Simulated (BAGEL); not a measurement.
**CH6NPSi (SMILES P[SiH]1CN1): B3LYP/cc-pVDZ (density fitting with qzvpp-jkfit)**

Aim: the energy change on altering one bond length of CH6NPSi at B3LYP/cc-pVDZ (density fitting with qzvpp-jkfit), from 2 runs. 

Program for the calculation: BAGEL 1.2.2.

## Step 1: The structure to begin with

The species is CH6NPSi (10 atoms), meant as a singlet with charge 0. As SMILES, `P[SiH]1CN1`. The coordinates come from a PBE0-D4/def2-TZVP relaxation. This is one conformer, not always the lowest.

Bond lengths: P1–Si2 2.235 Å, Si2–C3 1.830 Å, Si2–N4 1.724 Å, C3–N4 1.496 Å, P1–H5 1.419 Å, P1–H6 1.422 Å, Si2–H7 1.484 Å, C3–H8 1.090 Å, C3–H9 1.087 Å, N4–H10 1.009 Å. Some angles: P1–Si2–C3 125.1°, P1–Si2–N4 120.4°, C3–Si2–N4 49.7°, Si2–C3–N4 61.5°, Si2–N4–C3 68.8°, P1–Si2–H7 111.9°, C3–Si2–H7 117.0°, N4–Si2–H7 119.6°, Si2–P1–H5 92.1°, Si2–P1–H6 93.1°.

## Step 2: A single-point energy at B3LYP/cc-pVDZ (density fitting with qzvpp-jkfit)

Contents of input.json:

```json
{ "bagel" : [

{
  "title" : "molecule",
  "basis" : "cc-pvdz.json",
  "df_basis" : "qzvpp-jkfit",
  "angstrom" : true,
  "geometry" : [
    { "atom" : "P", "xyz" : [   -2.126500,    0.935800,   -0.067900 ] },
    { "atom" : "Si", "xyz" : [    0.034500,    0.548300,    0.353000 ] },
    { "atom" : "C", "xyz" : [    0.777000,   -1.104600,    0.610200 ] },
    { "atom" : "N", "xyz" : [    0.967700,   -0.433700,   -0.713500 ] },
    { "atom" : "H", "xyz" : [   -2.191600,   -0.136100,   -0.996200 ] },
    { "atom" : "H", "xyz" : [   -1.838400,    1.906500,   -1.066200 ] },
    { "atom" : "H", "xyz" : [    0.677500,    1.690600,    1.049000 ] },
    { "atom" : "H", "xyz" : [    1.645800,   -1.171600,    1.264400 ] },
    { "atom" : "H", "xyz" : [    0.215300,   -2.034000,    0.558400 ] },
    { "atom" : "H", "xyz" : [    1.921900,   -0.252400,   -0.988100 ] }
  ]
},
{ "title" : "ks", "xc_func" : "b3lyp" },
{ "title" : "print", "file" : "orbitals.molden", "orbitals" : true }

]}
```

The basis set cc-pVDZ is read from a file made from the Basis Set Exchange's data (not shown).

Command:

```sh
$ BAGEL_NUM_THREADS=1 BAGEL input.json > input.out
```

What it wrote:

```text
* using 1 threads per process

  ===============================================================
  ===============================================================

  *** Geometry ***

  { "atom" : "P", "xyz" : [     -4.018503,      1.768406,     -0.128312 ] },
  { "atom" : "Si", "xyz" : [      0.065196,      1.036137,      0.667073 ] },
  { "atom" : "C", "xyz" : [      1.468317,     -2.087391,      1.153111 ] },
  { "atom" : "N", "xyz" : [      1.828688,     -0.819574,     -1.348320 ] },
  { "atom" : "H", "xyz" : [     -4.141524,     -0.257192,     -1.882545 ] },
  { "atom" : "H", "xyz" : [     -3.474073,      3.602763,     -2.014826 ] },
  { "atom" : "H", "xyz" : [      1.280289,      3.194771,      1.982323 ] },
  { "atom" : "H", "xyz" : [      3.110111,     -2.214003,      2.389370 ] },
  { "atom" : "H", "xyz" : [      0.406858,     -3.843703,      1.055223 ] },
  { "atom" : "H", "xyz" : [      3.631865,     -0.476967,     -1.867238 ] },

  Number of auxiliary basis functions:      516

  Since a DF basis is specified, we compute 2- and 3-index integrals:
    o Being stored without compression. Storage requirement is 0.036 GB

  Number of basis functions:       94
  Number of electrons      :       48

    * METHOD: MOLECULE                             0.30

  *** Kohn-Sham DFT ***

    * Removing 18952 points whose weight is below 1.00e-10
    * Grid points: 130108

  === Nuclear Repulsion ===
   209.9988838173

       - DIIS with orbital gradients will be used.

  === KS iteration (b3lyp / cc-pvdz.json) ===
      0       -700.90315451          0.09119255           0.57
      1       -702.17632925          0.14103548           0.53
      2       -705.50448783          0.11499098           0.53
      3       -724.82987769          0.05846381           0.53
      4       -727.11246173          0.01770799           0.53
      5       -727.20108285          0.01316540           0.53
      6       -727.30176019          0.00293431           0.54
      7       -727.30574495          0.00162337           0.54
      8       -727.30765674          0.00049118           0.54
      9       -727.30779751          0.00021713           0.54
     10       -727.30783296          0.00003381           0.55
     11       -727.30783405          0.00001094           0.55
     12       -727.30783410          0.00000650           0.53
     13       -727.30783413          0.00000228           0.54
     14       -727.30783413          0.00000137           0.53
     15       -727.30783413          0.00000021           0.54
     16       -727.30783413          0.00000011           0.54
     17       -727.30783413          0.00000002           0.54
     18       -727.30783413          0.00000001           0.53
    * SCF iteration converged.

    * Permanent dipole moment:
           (   -0.380925,    -0.163874,    -0.012319) a.u.

    * METHOD: KS                                  11.18

    * METHOD: PRINT                                0.02

  ===============================================================
```

It took 12 s on 1 thread of Arm Neoverse V1, shared host; peak memory 0.56 GiB.

## Step 3: The distorted shape, same level

Contents of calc.json:

```json
{ "bagel": [

{
  "title": "molecule",
  "basis": "cc-pvdz.json",
  "df_basis": "qzvpp-jkfit",
  "angstrom": "true",
  "geometry": [
    { "atom": "P", "xyz": [   -3.271584,    0.718232,    0.261633 ] },
    { "atom": "Si", "xyz": [   -1.110584,    0.330732,    0.682533 ] },
    { "atom": "C", "xyz": [   -0.368084,   -1.322168,    0.939733 ] },
    { "atom": "N", "xyz": [   -0.177384,   -0.651268,   -0.383967 ] },
    { "atom": "H", "xyz": [   -3.336684,   -0.353668,   -0.666667 ] },
    { "atom": "H", "xyz": [   -2.983484,    1.688932,   -0.736667 ] },
    { "atom": "H", "xyz": [   -0.467584,    1.473032,    1.378533 ] },
    { "atom": "H", "xyz": [    0.500716,   -1.389168,    1.593933 ] },
    { "atom": "H", "xyz": [   -0.929784,   -2.251568,    0.887933 ] },
    { "atom": "H", "xyz": [    1.921900,   -0.252400,   -0.988100 ] }
  ]
},
{ "title": "ks", "xc_func": "b3lyp" },
{ "title": "print", "file": "orbitals.molden", "orbitals": "true" }

]}
```

The basis set cc-pVDZ is read from a file made from the Basis Set Exchange's data (not shown).

Command:

```sh
$ BAGEL_NUM_THREADS=1 BAGEL calc.json > calc.out
```

What it wrote:

```text
* using 1 threads per process

  ===============================================================
  ===============================================================

  *** Geometry ***

  { "atom" : "P", "xyz" : [     -6.182398,      1.357262,      0.494415 ] },
  { "atom" : "Si", "xyz" : [     -2.098700,      0.624993,      1.289800 ] },
  { "atom" : "C", "xyz" : [     -0.695578,     -2.498535,      1.775838 ] },
  { "atom" : "N", "xyz" : [     -0.335207,     -1.230718,     -0.725592 ] },
  { "atom" : "H", "xyz" : [     -6.305419,     -0.668336,     -1.259818 ] },
  { "atom" : "H", "xyz" : [     -5.637968,      3.191619,     -1.392099 ] },
  { "atom" : "H", "xyz" : [     -0.883606,      2.783627,      2.605050 ] },
  { "atom" : "H", "xyz" : [      0.946216,     -2.625147,      3.012097 ] },
  { "atom" : "H", "xyz" : [     -1.757037,     -4.254847,      1.677950 ] },
  { "atom" : "H", "xyz" : [      3.631865,     -0.476967,     -1.867238 ] },

  Number of auxiliary basis functions:      516

  Since a DF basis is specified, we compute 2- and 3-index integrals:
    o Being stored without compression. Storage requirement is 0.036 GB

  Number of basis functions:       94
  Number of electrons      :       48

    * METHOD: MOLECULE                             0.31

  *** Kohn-Sham DFT ***

    * Removing 17904 points whose weight is below 1.00e-10
    * Grid points: 131156

  === Nuclear Repulsion ===
   206.0456174909

       - DIIS with orbital gradients will be used.

  === KS iteration (b3lyp / cc-pvdz.json) ===
      0       -701.94698721          0.08784624           0.59
      1       -687.64641345          0.14198361           0.55
      2       -680.22301318          0.14193728           0.55
      3       -700.42079080          0.13696057           0.55
      4       -715.15083644          0.10656508           0.55
      5       -726.73153986          0.02054445           0.55
      6       -726.35961873          0.02865309           0.55
      7       -726.99369533          0.01208533           0.56
      8       -727.11454307          0.00456093           0.55
      9       -727.12608297          0.00329744           0.55
     10       -727.13637466          0.00059584           0.56
     11       -727.13656998          0.00036421           0.56
     12       -727.13667448          0.00008708           0.55
     13       -727.13667595          0.00006490           0.56
     14       -727.13667997          0.00000825           0.56
     15       -727.13668004          0.00000737           0.57
     16       -727.13668009          0.00000219           0.55
     17       -727.13668010          0.00000195           0.55
     18       -727.13668010          0.00000084           0.54
     19       -727.13668010          0.00000059           0.54
     20       -727.13668010          0.00000040           0.55
     21       -727.13668010          0.00000034           0.55
     22       -727.13668010          0.00000010           0.55
     23       -727.13668010          0.00000003           0.55
     24       -727.13668010          0.00000002           0.54
     25       -727.13668010          0.00000001           0.54
    * SCF iteration converged.

    * Permanent dipole moment:
           (    0.346389,    -0.154742,    -0.499478) a.u.

    * METHOD: KS                                  15.31

    * METHOD: PRINT                                0.02

  ===============================================================
```

It took 16 s on 1 thread of Arm Neoverse V1, shared host; peak memory 0.57 GiB.

## Step 4: Summary of results

At B3LYP/cc-pVDZ (density fitting with qzvpp-jkfit):

```
                                                          quantity          value
                                         first shape: total energy  -727.30783 Eh
                                        first shape: dipole moment         1.05 D
                                          first shape: HOMO energy       -6.28 eV
                                          first shape: LUMO energy        0.19 eV
                                        first shape: HOMO–LUMO gap        6.46 eV
                                     distorted shape: total energy  -727.13668 Eh
                                    distorted shape: dipole moment         1.59 D
                                      distorted shape: HOMO energy       -6.42 eV
                                      distorted shape: LUMO energy       -3.78 eV
                                    distorted shape: HOMO–LUMO gap        2.64 eV
energy change with the N4–H10 bond stretched from 1.009 to 2.221 Å       4.657 eV
```

What this shows: One bond (distorted shape) is far stretched, which a spin-restricted single reference describes badly; a broken-symmetry solution may lie lower. With the N4–H10 bond stretched from 1.009 to 2.221 Å the energy rises by 4.66 eV (107 kcal/mol). The first shape isn't relaxed at this level, so the change isn't measured from a minimum. A restricted reference can't describe the breaking bond well at this length.
